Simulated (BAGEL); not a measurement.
# B3LYP/6-31G(d) (density fitting with qzvpp-jkfit, spherical functions) run of C2H2ClFSi (SMILES C#C[SiH](F)Cl)

What is the energy change on altering one bond length of C2H2ClFSi at B3LYP/6-31G* (density fitting with qzvpp-jkfit, spherical functions)? 

The results are computed with BAGEL 1.2.2.

### Step 1. The molecule

C2H2ClFSi has 7 atoms, charge 0, and is taken as a singlet. As SMILES, `C#C[SiH](F)Cl`. The coordinates come from a PBE0-D4/def2-TZVP relaxation.

Bond lengths: C1–C2 1.205 Å, C2–Si3 1.807 Å, Si3–F4 1.586 Å, Si3–Cl5 2.032 Å, C1–H6 1.067 Å, Si3–H7 1.471 Å. Angles: C1–C2–Si3 178.4°, C2–Si3–F4 108.8°, C2–Si3–Cl5 109.6°, F4–Si3–Cl5 108.4°, C2–C1–H6 179.7°, C2–Si3–H7 112.1°, F4–Si3–H7 108.5°, Cl5–Si3–H7 109.3°.

### Step 2. The energy at B3LYP/6-31G(d) (density fitting with qzvpp-jkfit, spherical functions)

Input file dft.json:

```json
{ "bagel" : [

{
  "title" : "molecule",
  "basis" : "6-31gs.json",
  "df_basis" : "qzvpp-jkfit",
  "angstrom" : true,
  "geometry" : [
    { "atom" : "C", "xyz" : [   -0.001800,   -1.973300,   -0.343700 ] },
    { "atom" : "C", "xyz" : [    0.007300,   -0.792000,   -0.105200 ] },
    { "atom" : "Si", "xyz" : [    0.071900,    0.977400,    0.257200 ] },
    { "atom" : "F", "xyz" : [   -1.001600,    1.310800,    1.375500 ] },
    { "atom" : "Cl", "xyz" : [   -0.396700,    2.032400,   -1.414600 ] },
    { "atom" : "H", "xyz" : [   -0.014500,   -3.018400,   -0.556300 ] },
    { "atom" : "H", "xyz" : [    1.396500,    1.395000,    0.741300 ] }
  ]
},
{
  "title" : "ks",
  "xc_func" : "b3lyp"
},
{
  "title" : "print",
  "file" : "orbitals.molden",
  "orbitals" : true
}

]}
```

The basis set 6-31G* is read from a file made from the Basis Set Exchange's data (not shown).

The run is started by

```sh
$ BAGEL_NUM_THREADS=1 BAGEL dft.json > dft.out
```

Standard output:

```text
* using 1 threads per process

  ===============================================================
  ===============================================================

  *** Geometry ***

  { "atom" : "C", "xyz" : [     -0.003402,     -3.728997,     -0.649499 ] },
  { "atom" : "C", "xyz" : [      0.013795,     -1.496663,     -0.198799 ] },
  { "atom" : "Si", "xyz" : [      0.135871,      1.847018,      0.486038 ] },
  { "atom" : "F", "xyz" : [     -1.892750,      2.477053,      2.599318 ] },
  { "atom" : "Cl", "xyz" : [     -0.749654,      3.840679,     -2.673207 ] },
  { "atom" : "H", "xyz" : [     -0.027401,     -5.703949,     -1.051255 ] },
  { "atom" : "H", "xyz" : [      2.639003,      2.636168,      1.400854 ] },

  Number of auxiliary basis functions:      519

  Since a DF basis is specified, we compute 2- and 3-index integrals:
    o Being stored without compression. Storage requirement is 0.028 GB

  Number of basis functions:       82
  Number of electrons      :       54

    * METHOD: MOLECULE                             0.24

  *** Kohn-Sham DFT ***

    * Removing 12298 points whose weight is below 1.00e-10
    * Grid points: 92044

  === Nuclear Repulsion ===
   255.7553498877

       - DIIS with orbital gradients will be used.

  === KS iteration (b3lyp / 6-31gs.json) ===
      0       -882.24287345          0.12062979           0.31
      1       -689.94930122          0.19860106           0.30
      2       -794.21540448          0.14962174           0.30
      3       -900.49873148          0.14426013           0.30
      4       -923.07358249          0.08098940           0.30
      5       -926.56786621          0.02768018           0.30
      6       -926.75785568          0.01994897           0.30
      7       -926.96368923          0.00640131           0.30
      8       -926.98485917          0.00161883           0.30
      9       -926.98598080          0.00030326           0.30
     10       -926.98602020          0.00018454           0.30
     11       -926.98604081          0.00007288           0.30
     12       -926.98604405          0.00000703           0.30
     13       -926.98604407          0.00000268           0.30
     14       -926.98604407          0.00000042           0.30
     15       -926.98604407          0.00000018           0.30
     16       -926.98604407          0.00000006           0.30
     17       -926.98604407          0.00000001           0.30
     18       -926.98604407          0.00000002           0.30
     19       -926.98604407          0.00000000           0.30
    * SCF iteration converged.

    * Permanent dipole moment:
           (   -0.423558,     0.789285,    -0.017465) a.u.

    * METHOD: KS                                   6.34

    * METHOD: PRINT                                0.01

  ===============================================================
```

It took 6.9 s on 1 thread of Arm Neoverse V2, shared host; peak memory 0.39 GiB.

### Step 3. The distorted shape, same level

Input file input.json:

```json
{ "bagel" : [

{
  "title" : "molecule",
  "basis" : "6-31gs.json",
  "df_basis" : "qzvpp-jkfit",
  "angstrom" : true,
  "geometry" : [
    { "atom" : "C", "xyz" : [    0.068496,   -2.131562,   -0.092910 ] },
    { "atom" : "C", "xyz" : [    0.077596,   -0.950262,    0.145590 ] },
    { "atom" : "Si", "xyz" : [    0.142196,    0.819138,    0.507990 ] },
    { "atom" : "F", "xyz" : [   -0.931304,    1.152538,    1.626290 ] },
    { "atom" : "Cl", "xyz" : [   -0.396700,    2.032400,   -1.414600 ] },
    { "atom" : "H", "xyz" : [    0.055796,   -3.176662,   -0.305510 ] },
    { "atom" : "H", "xyz" : [    1.466796,    1.236738,    0.992090 ] }
  ]
},
{
  "title" : "ks",
  "xc_func" : "b3lyp"
},
{
  "title" : "print",
  "file" : "orbitals.molden",
  "orbitals" : true
}

]}
```

The basis set 6-31G* is read from a file made from the Basis Set Exchange's data (not shown).

The run is started by

```sh
$ BAGEL_NUM_THREADS=1 BAGEL input.json > input.out
```

Standard output:

```text
* using 1 threads per process

  ===============================================================
  ===============================================================

  *** Geometry ***

  { "atom" : "C", "xyz" : [      0.129439,     -4.028068,     -0.175574 ] },
  { "atom" : "C", "xyz" : [      0.146635,     -1.795735,      0.275125 ] },
  { "atom" : "Si", "xyz" : [      0.268711,      1.547946,      0.959962 ] },
  { "atom" : "F", "xyz" : [     -1.759909,      2.177981,      3.073243 ] },
  { "atom" : "Cl", "xyz" : [     -0.749654,      3.840679,     -2.673207 ] },
  { "atom" : "H", "xyz" : [      0.105439,     -6.003021,     -0.577330 ] },
  { "atom" : "H", "xyz" : [      2.771843,      2.337096,      1.874778 ] },

  Number of auxiliary basis functions:      519

  Since a DF basis is specified, we compute 2- and 3-index integrals:
    o Being stored without compression. Storage requirement is 0.028 GB

  Number of basis functions:       82
  Number of electrons      :       54

    * METHOD: MOLECULE                             0.23

  *** Kohn-Sham DFT ***

    * Removing 11958 points whose weight is below 1.00e-10
    * Grid points: 92384

  === Nuclear Repulsion ===
   243.0675512802

       - DIIS with orbital gradients will be used.

  === KS iteration (b3lyp / 6-31gs.json) ===
      0       -884.90830741          0.12732465           0.31
      1       -691.38468027          0.19810770           0.30
      2       -795.58435296          0.14824511           0.30
      3       -900.10221098          0.14249731           0.30
      4       -923.10683295          0.08110525           0.30
      5       -926.16122455          0.03710778           0.30
      6       -926.09310310          0.03785509           0.30
      7       -920.59153441          0.06708849           0.30
      8       -926.77075974          0.01351375           0.30
      9       -926.94947904          0.00573571           0.30
     10       -926.96477910          0.00297943           0.30
     11       -926.96705287          0.00180133           0.30
     12       -926.96850009          0.00086590           0.30
     13       -926.96888137          0.00007800           0.30
     14       -926.96888419          0.00003230           0.30
     15       -926.96888466          0.00000816           0.30
     16       -926.96888470          0.00000231           0.30
     17       -926.96888470          0.00000275           0.30
     18       -926.96888471          0.00000022           0.30
     19       -926.96888471          0.00000009           0.30
     20       -926.96888471          0.00000003           0.30
     21       -926.96888471          0.00000001           0.30
     22       -926.96888471          0.00000001           0.30
    * SCF iteration converged.

    * Permanent dipole moment:
           (   -0.563628,     1.161617,    -0.452894) a.u.

    * METHOD: KS                                   7.27

    * METHOD: PRINT                                0.01

  ===============================================================
```

It took 7.8 s on 1 thread of Arm Neoverse V2, shared host; peak memory 0.39 GiB.

### Step 4. What came out

At B3LYP/6-31G* (density fitting with qzvpp-jkfit, spherical functions):

| quantity | value |
| --- | --- |
| first shape: total energy | -926.98604 Eh |
| first shape: dipole moment | 2.28 D |
| first shape: HOMO energy | -8.35 eV |
| first shape: LUMO energy | -0.73 eV |
| first shape: HOMO–LUMO gap | 7.62 eV |
| distorted shape: total energy | -926.96888 Eh |
| distorted shape: dipole moment | 3.48 D |
| distorted shape: HOMO energy | -8.38 eV |
| distorted shape: LUMO energy | -1.58 eV |
| distorted shape: HOMO–LUMO gap | 6.80 eV |
| energy change with the Si3–Cl5 bond stretched from 2.032 to 2.336 Å | 0.467 eV |

What this shows: With the Si3–Cl5 bond stretched from 2.032 to 2.336 Å the energy rises by 0.47 eV (10.8 kcal/mol). The first shape isn't relaxed at this level, so the change isn't measured from a minimum.
